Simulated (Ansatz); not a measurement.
**Alloy of InP and GaP (40 of 64 In sites exchanged), 128 atoms**

Aim: relax the alloy cell and compare the gap by PBEsol and HSE06 with spin–orbit coupling.

Method: density functional theory in Ansatz 0.2.0, PAW datasets, plane waves.

## 1. Starting point

128 atoms (40 Ga, 24 In, 64 P); a = 15.855 Å, b = 15.855 Å, c = 15.855 Å, α = 60.00°, β = 60.00°, γ = 60.00°. All atoms were shaken off their sites by about 0.02 Å along each axis.

Steps to follow: (2) PBEsol cell relaxation at the single k point (½, ½, ½), on 1 × NVIDIA GB200 with 8 threads of Arm Neoverse-V2; (3) HSE06 with spin–orbit coupling single point at the Γ point alone, on 1 × NVIDIA GB200 with 8 threads of Arm Neoverse-V2.

## 2. Relaxing cell and atoms with PBEsol

Input file in.yaml:

```yaml
crystal:
  lattice:
    - [0.000000, 11.211012, 11.211012]
    - [11.211012, 0.000000, 11.211012]
    - [11.211012, 11.211012, 0.000000]
  atoms:
    - { symbol: Ga, position: [0.999889, 0.997733, 0.000984] }
    - { symbol: Ga, position: [0.501720, 0.999834, 0.998687] }
    - { symbol: Ga, position: [0.996853, 0.000644, 0.498365] }
    - { symbol: Ga, position: [0.250756, 0.249243, 0.249085] }
    - { symbol: Ga, position: [0.499756, 0.998725, 0.499648] }
    - { symbol: Ga, position: [0.748534, 0.249393, 0.249854] }
    - { symbol: Ga, position: [0.999253, 0.500358, 0.500484] }
    - { symbol: Ga, position: [0.747029, 0.752400, 0.249892] }
    - { symbol: Ga, position: [0.752162, 0.248426, 0.749195] }
    - { symbol: Ga, position: [0.750422, 0.748233, 0.750726] }
    - { symbol: Ga, position: [0.000403, 0.999132, 0.249379] }
    - { symbol: Ga, position: [0.500527, 0.997964, 0.251184] }
    - { symbol: Ga, position: [0.002835, 0.496589, 0.250888] }
    - { symbol: Ga, position: [0.249261, 0.748525, 0.001703] }
    - { symbol: Ga, position: [0.998285, 0.001370, 0.749540] }
    - { symbol: Ga, position: [0.249965, 0.248134, 0.499366] }
    - { symbol: Ga, position: [0.751684, 0.749565, 0.998845] }
    - { symbol: Ga, position: [0.502454, 0.999089, 0.749682] }
    - { symbol: Ga, position: [0.747520, 0.250547, 0.500164] }
    - { symbol: Ga, position: [0.751548, 0.751183, 0.499636] }
    - { symbol: Ga, position: [0.249716, 0.997442, 0.253480] }
    - { symbol: Ga, position: [0.749829, 0.998817, 0.250017] }
    - { symbol: Ga, position: [0.998994, 0.751013, 0.001160] }
    - { symbol: Ga, position: [0.003113, 0.247933, 0.501676] }
    - { symbol: Ga, position: [0.251612, 0.497347, 0.251823] }
    - { symbol: Ga, position: [0.499498, 0.749849, 0.000094] }
    - { symbol: Ga, position: [0.500875, 0.249015, 0.499499] }
    - { symbol: Ga, position: [0.747694, 0.500066, 0.250454] }
    - { symbol: Ga, position: [0.750347, 0.999310, 0.748764] }
    - { symbol: Ga, position: [0.998072, 0.751177, 0.501095] }
    - { symbol: Ga, position: [0.499797, 0.753305, 0.499987] }
    - { symbol: Ga, position: [0.249148, 0.001715, 0.999237] }
    - { symbol: Ga, position: [0.750066, 0.000549, 0.000521] }
    - { symbol: Ga, position: [0.999237, 0.247805, 0.248337] }
    - { symbol: Ga, position: [0.247926, 0.999534, 0.501835] }
    - { symbol: Ga, position: [0.749639, 0.001868, 0.499449] }
    - { symbol: Ga, position: [0.000434, 0.750157, 0.248289] }
    - { symbol: Ga, position: [0.749191, 0.500266, 0.498382] }
    - { symbol: Ga, position: [0.999955, 0.748387, 0.751895] }
    - { symbol: Ga, position: [0.503166, 0.750118, 0.747291] }
    - { symbol: In, position: [0.000334, 0.498910, 0.999924] }
    - { symbol: In, position: [0.498316, 0.500567, 0.000689] }
    - { symbol: In, position: [0.250241, 0.749416, 0.253091] }
    - { symbol: In, position: [0.247994, 0.252171, 0.748194] }
    - { symbol: In, position: [0.502252, 0.498613, 0.502014] }
    - { symbol: In, position: [0.251024, 0.749322, 0.748143] }
    - { symbol: In, position: [0.250651, 0.248201, 0.000054] }
    - { symbol: In, position: [0.750933, 0.248729, 0.000482] }
    - { symbol: In, position: [0.499196, 0.498092, 0.252839] }
    - { symbol: In, position: [0.000538, 0.499762, 0.749449] }
    - { symbol: In, position: [0.248051, 0.752583, 0.499652] }
    - { symbol: In, position: [0.498198, 0.500277, 0.749068] }
    - { symbol: In, position: [0.999213, 0.249777, 0.999777] }
    - { symbol: In, position: [0.497967, 0.252614, 0.000263] }
    - { symbol: In, position: [0.252486, 0.998211, 0.748684] }
    - { symbol: In, position: [0.250135, 0.500522, 0.748275] }
    - { symbol: In, position: [0.749406, 0.498945, 0.751344] }
    - { symbol: In, position: [0.250485, 0.501919, 0.000080] }
    - { symbol: In, position: [0.503336, 0.249720, 0.247633] }
    - { symbol: In, position: [0.747385, 0.499714, 0.999361] }
    - { symbol: In, position: [0.998114, 0.246508, 0.750997] }
    - { symbol: In, position: [0.251328, 0.498834, 0.501305] }
    - { symbol: In, position: [0.497150, 0.750564, 0.253232] }
    - { symbol: In, position: [0.500977, 0.250315, 0.747785] }
    - { symbol: P, position: [0.062994, 0.065726, 0.061884] }
    - { symbol: P, position: [0.563967, 0.064284, 0.060722] }
    - { symbol: P, position: [0.061677, 0.562490, 0.061089] }
    - { symbol: P, position: [0.062083, 0.062956, 0.563093] }
    - { symbol: P, position: [0.312766, 0.313055, 0.313088] }
    - { symbol: P, position: [0.562219, 0.562354, 0.063989] }
    - { symbol: P, position: [0.563385, 0.062898, 0.561643] }
    - { symbol: P, position: [0.809505, 0.312888, 0.313564] }
    - { symbol: P, position: [0.061115, 0.564674, 0.560418] }
    - { symbol: P, position: [0.308378, 0.814639, 0.314051] }
    - { symbol: P, position: [0.312026, 0.317019, 0.808101] }
    - { symbol: P, position: [0.562136, 0.561530, 0.562432] }
    - { symbol: P, position: [0.814724, 0.812070, 0.310764] }
    - { symbol: P, position: [0.812566, 0.311582, 0.814084] }
    - { symbol: P, position: [0.316571, 0.812889, 0.811314] }
    - { symbol: P, position: [0.811161, 0.814398, 0.813703] }
    - { symbol: P, position: [0.061367, 0.064316, 0.312271] }
    - { symbol: P, position: [0.314076, 0.313994, 0.061036] }
    - { symbol: P, position: [0.562743, 0.062931, 0.311701] }
    - { symbol: P, position: [0.812758, 0.311375, 0.062893] }
    - { symbol: P, position: [0.062371, 0.563232, 0.311665] }
    - { symbol: P, position: [0.313042, 0.813705, 0.061910] }
    - { symbol: P, position: [0.063055, 0.063319, 0.811497] }
    - { symbol: P, position: [0.311633, 0.315868, 0.563081] }
    - { symbol: P, position: [0.563509, 0.563834, 0.311228] }
    - { symbol: P, position: [0.815824, 0.812633, 0.062694] }
    - { symbol: P, position: [0.561465, 0.062981, 0.812624] }
    - { symbol: P, position: [0.812248, 0.313103, 0.561959] }
    - { symbol: P, position: [0.062303, 0.565150, 0.811553] }
    - { symbol: P, position: [0.312913, 0.811557, 0.560898] }
    - { symbol: P, position: [0.560266, 0.566363, 0.812298] }
    - { symbol: P, position: [0.813182, 0.813237, 0.560717] }
    - { symbol: P, position: [0.062238, 0.312280, 0.062210] }
    - { symbol: P, position: [0.313026, 0.065139, 0.310887] }
    - { symbol: P, position: [0.557910, 0.312208, 0.068513] }
    - { symbol: P, position: [0.814944, 0.063993, 0.311002] }
    - { symbol: P, position: [0.063663, 0.811394, 0.062539] }
    - { symbol: P, position: [0.061615, 0.311339, 0.561484] }
    - { symbol: P, position: [0.313121, 0.560699, 0.312896] }
    - { symbol: P, position: [0.561943, 0.812673, 0.064426] }
    - { symbol: P, position: [0.311562, 0.065262, 0.810376] }
    - { symbol: P, position: [0.561728, 0.313519, 0.562601] }
    - { symbol: P, position: [0.810742, 0.561547, 0.313391] }
    - { symbol: P, position: [0.812071, 0.060812, 0.815083] }
    - { symbol: P, position: [0.064375, 0.812833, 0.560418] }
    - { symbol: P, position: [0.313989, 0.562821, 0.812028] }
    - { symbol: P, position: [0.560331, 0.809802, 0.563934] }
    - { symbol: P, position: [0.813003, 0.560660, 0.814593] }
    - { symbol: P, position: [0.312096, 0.065099, 0.062496] }
    - { symbol: P, position: [0.816039, 0.058723, 0.059744] }
    - { symbol: P, position: [0.064439, 0.309300, 0.312093] }
    - { symbol: P, position: [0.312743, 0.564145, 0.064079] }
    - { symbol: P, position: [0.312722, 0.058299, 0.565580] }
    - { symbol: P, position: [0.560556, 0.313970, 0.313446] }
    - { symbol: P, position: [0.814312, 0.563665, 0.062161] }
    - { symbol: P, position: [0.813294, 0.062327, 0.563754] }
    - { symbol: P, position: [0.061040, 0.813780, 0.314526] }
    - { symbol: P, position: [0.066146, 0.313149, 0.810724] }
    - { symbol: P, position: [0.312633, 0.561435, 0.562924] }
    - { symbol: P, position: [0.564024, 0.812775, 0.309549] }
    - { symbol: P, position: [0.561354, 0.312801, 0.812812] }
    - { symbol: P, position: [0.812193, 0.561013, 0.561604] }
    - { symbol: P, position: [0.062563, 0.811412, 0.813813] }
    - { symbol: P, position: [0.563489, 0.811801, 0.811049] }
kpoints:
  mp_grid: { grid: [1, 1, 1], shift: [0.5, 0.5, 0.5] }
hamiltonian:
  xc: pbesol
scf:
  occupations: { method: fermi_dirac, width: 0.01 }
relax:
  f_tol: 0.03
  max_steps: 80
  escape_saddle: false
  adjacent_minimum: "off"
  cell: { fix: [shape] }
output:
  forces: true
  eigenvalues: true
  populations: true
```

Started as:

```sh
$ ansatz run in.yaml --threads 8 --pin off --max-ram 118750MiB --runs-dir r --events-out ev --progress --plain --backend cuda --devices 0, --max-vram 170GiB
```

After this run come: HSE06 with spin–orbit coupling on the final geometry.

What does the calculation give? Wanted: for each run, top filled to lowest empty.

The runs gave:

```
                         level          time   k points  top filled to lowest empty (eV)
            PBEsol, relaxation   8.6 s (GPU)  (½, ½, ½)                             1.55
HSE06 with spin–orbit coupling  24 min (GPU)          Γ                             1.98
```

```
     quantity                                                                         value
   relaxation                                              6 recorded steps, 6.77 eV gained
largest shift                                                                  0.26 Å (P88)
 relaxed cell  a = 15.855 Å, b = 15.855 Å, c = 15.855 Å, α = 60.00°, β = 60.00°, γ = 60.00°
   mean bonds                                                      Ga–P 2.383, In–P 2.506 Å
```

**Reading.** Relaxation gains 6.77 eV, with shifts up to 0.26 Å (P88), while the volume changes by +0.0 %. The mean lengths of the listed bonds run from Ga–P 2.38 Å to In–P 2.51 Å. Rows on different k points differ by sampling as well as by level. With one k point the spacing samples only the states that fold onto it, so it can exceed the gap over the zone.
